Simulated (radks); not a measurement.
# Taking charge from the 4s level of As³⁺ in fractions

The task here is to estimate one member of a computed series from the others.

Program: radks (a radial shooting solver on a logarithmic mesh, Libxc functionals) version 1. Level of theory: scalar-relativistic Kohn-Sham, PBEsol, spin-polarised, spherical densities, point nucleus. These are calculated values, not measurements, unless marked.

## What is computed

| Item | Value |
| --- | --- |
| element | arsenic (Z = 33) |
| charge | +3 |
| electrons | 30 |
| configuration | [Ar] 3d10 4s(up 1, down 1) |

A shell typed twice in an input gives spin up, then spin down.

Set-up of the first run:

Settings of this run:

```text
Z 33
configuration [Ar] 3d10 4s1 4s1
relativity scalar-relativistic
functional pbe_sol,pbe_sol
spin polarised
nucleus point
c 137.035999084
```

Steps of the session up to this table: Start: [Ar] 3d10 4s(up 1, down 1).

One table of the session follows, with a row left open; its other results are not shown here.

It belongs to the step «Start: [Ar] 3d10 4s(up 1, down 1)». Sizes of the orbitals, from the radial functions (bohr):

```
level      <r>  outermost maximum (interpolated)  90 % within  nodes
   1s  0.04552                            0.0298       0.0814      0
   2s   0.2029                             0.170        0.314      1
   2p   0.1773                             0.136        0.289      0
   3s   0.5985                             0.522        0.894      2
   3p   0.6170                             0.521        0.946      1
   3d   0.6723                             0.476         1.12      0
   4s        ?                                 ?            ?      ?
```

**Question.** Estimate the row for 4s.

As computed: <r>: 1.740; outermost maximum (interpolated): 1.53; 90 % within: 2.54; nodes: 3. In the column «<r>» it is the highest.
